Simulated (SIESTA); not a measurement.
**HPbNO4: relaxation of cell and atoms with PBEsol**

The system is HPbNO4.

```xyz
14
Lattice="4.1204 -0.0008 -0.0112 0.0040 6.4272 0.0536 0.0279 3.2071 7.7499" Properties=species:S:1:pos:R:3 pbc="T T T"
H     3.7380    2.9684    3.7875
H     1.6795    6.6644    4.0009
Pb    1.6467    4.2515    5.4933
Pb    3.6983    5.3813    2.2951
N     2.6193    1.9491    1.6102
N     0.5769    7.6848    6.1852
O     3.7590    3.8553    4.2210
O     2.2235    3.1363    1.5259
O     2.2071    1.0645    0.8217
O     3.4590    1.6183    2.5274
O     1.6973    5.7776    3.5672
O     0.1804    6.4980    6.2725
O     0.1698    8.5703    6.9754
O     1.4117    8.0143    5.2631
```

The cell was built by a generator and needn't be a form met in nature.

```json
{"Program": "SIESTA 5.4.2", "Task": "relaxation of cell and atoms", "Functional": "PBEsol", "Potentials or basis": "PseudoDojo 0.4 standard (PBEsol files)", "Basis": "DZP (energy shift 0.003 Ry; two zetas on semicore shells)", "Grid cutoff": "800 Ry", "Energy shift": "0.003 Ry", "k mesh": "5 × 4 × 3", "Occupations": "fermi-dirac, width 0.05 eV", "Spin": "no spin polarisation", "optimiser": "Broyden", "force tolerance": "0.02 eV/Å", "MPI ranks": "4"}
```

The relaxed volume is 13.33 Å³/atom. The relaxed cell is a = 3.977 Å, b = 6.281 Å, c = 8.116 Å, α = 67.03°, β = 89.98°, γ = 89.99° and the space group after relaxing (to 0.05 Å) is P2_1 (No. 4). The energy gained by relaxing is 14.3 meV/atom. The ionic steps are 38 and the pressure after relaxing is 0.0 GPa. The largest force after relaxing is 0.025 eV/Å and the band gap on the k mesh is 2.80 eV, indirect (least direct gap 2.92 eV).

Forces on the atoms (eV/Å):
```
H    0.015 -0.002 -0.013
H    0.015 -0.001  0.011
Pb   0.011 -0.002  0.009
Pb   0.011  0.003 -0.009
N   -0.011 -0.011  0.008
N   -0.012  0.007 -0.009
O    0.009  0.000 -0.003
O   -0.008  0.003  0.007
O   -0.018 -0.005  0.017
O    0.001  0.001 -0.003
O    0.009  0.003  0.005
O   -0.007 -0.001 -0.007
O   -0.018  0.006 -0.015
O    0.002 -0.001  0.003
```

The path:
| step | energy change (eV) | largest force (eV/Å) | pressure (GPa) | volume (Å³) |
| --- | --- | --- | --- | --- |
| 1 | 0.0000 | 1.0380 | 0.13 | 204.53 |
| 2 | -0.0031 | 1.1132 | -3.45 | 204.62 |
| 3 | -0.0708 | 0.2310 | -1.78 | 203.57 |
| 4 | -0.0810 | 0.2017 | -1.53 | 202.79 |
| 5 | -0.0958 | 0.1871 | -1.31 | 201.60 |
| 6 | -0.1388 | 0.2205 | -0.56 | 196.91 |
| 7 | -0.1486 | 0.1683 | -0.43 | 195.53 |
| 8 | -0.1604 | 0.1591 | -0.42 | 193.70 |
| 9 | -0.1673 | 0.0859 | -0.16 | 192.38 |
| 10 | -0.1697 | 0.0806 | -0.18 | 192.03 |
| 11 | -0.1712 | 0.0775 | -0.18 | 191.76 |
| 12 | -0.1756 | 0.0626 | -0.17 | 191.03 |
| 13 | -0.1784 | 0.0660 | -0.14 | 190.56 |
| 14 | -0.1824 | 0.0499 | -0.04 | 189.42 |
| 15 | -0.1834 | 0.0455 | -0.03 | 189.18 |
| 16 | -0.1842 | 0.0420 | -0.02 | 189.04 |
| 17 | -0.1855 | 0.0378 | -0.05 | 188.94 |
| 18 | -0.1873 | 0.0387 | -0.06 | 188.75 |
| 19 | -0.1884 | 0.0395 | -0.07 | 188.54 |
| 20 | -0.1889 | 0.0393 | -0.08 | 188.45 |
| 21 | -0.1901 | 0.0404 | -0.07 | 188.20 |
| 22 | -0.1908 | 0.0402 | -0.06 | 188.01 |
| 23 | -0.1917 | 0.0416 | -0.04 | 187.79 |
| 24 | -0.1928 | 0.0405 | -0.02 | 187.52 |
| 25 | -0.1934 | 0.0403 | 0.00 | 187.38 |
| 26 | -0.1938 | 0.0391 | 0.00 | 187.31 |
| 27 | -0.1942 | 0.0378 | 0.00 | 187.28 |
| 28 | -0.1945 | 0.0369 | 0.00 | 187.26 |
| 29 | -0.1950 | 0.0359 | -0.01 | 187.24 |
| 30 | -0.1958 | 0.0355 | -0.01 | 187.20 |
| 31 | -0.1966 | 0.0334 | -0.02 | 187.18 |
| 32 | -0.1973 | 0.0333 | -0.03 | 187.15 |
| 33 | -0.1979 | 0.0316 | -0.04 | 187.12 |
| 34 | -0.1985 | 0.0310 | -0.04 | 187.07 |
| 35 | -0.1992 | 0.0287 | -0.05 | 186.98 |
| 36 | -0.1994 | 0.0282 | -0.05 | 186.93 |
| 37 | -0.1999 | 0.0265 | -0.04 | 186.82 |
| 38 | -0.2004 | 0.0250 | -0.04 | 186.67 |

Final structure:
```
H Pb N O
1.0
     3.97693   -0.00133   -0.01154
     0.00302    6.28093    0.03968
     0.02518    3.11943    7.49273
H Pb N O
2 2 2 8
Direct
  0.91154 0.21273 0.47912
  0.41144 0.78726 0.52086
  0.41570 0.30602 0.71405
  0.91587 0.69396 0.28592
  0.62306 0.19745 0.21063
  0.12285 0.80257 0.78939
  0.92142 0.32462 0.54108
  0.51461 0.39226 0.19889
  0.51476 0.10199 0.10897
  0.84920 0.08942 0.32946
  0.42139 0.67536 0.45888
  0.01443 0.60774 0.80119
  0.01439 0.89811 0.89099
  0.34910 0.91052 0.67056
```

Levels at points of the mesh, in eV from the valence-band top:
| k point | band 40 | band 41 | band 42 | band 43 | band 44 | band 45 | band 46 | band 47 | band 48 | band 49 |
| --- | --- | --- | --- | --- | --- | --- | --- | --- | --- | --- |
| (0.00, 0.00, 0.00) | -1.47 | -1.28 | -0.63 | -0.53 | -0.10 | 2.95 | 3.06 | 4.57 | 4.79 | 6.00 |
| (0.00, 0.50, 0.00) | -1.28 | -1.16 | -0.71 | -0.66 | -0.10 | 3.03 | 3.16 | 4.33 | 4.46 | 5.13 |

Wall time 14 min on 4 MPI ranks on Intel(R) Xeon(R) Platinum 8488C (Sapphire Rapids), with other jobs on the host, peak memory 0.48 GiB a rank.

Caveat: spin-orbit coupling is left out, which as a rule narrows the gap of such compounds by several tenths of an eV; an odd mesh through Γ misses points on the zone boundary, where band edges often lie; the basis of atomic orbitals isn't converged, which shifts pressures, moduli and gaps.
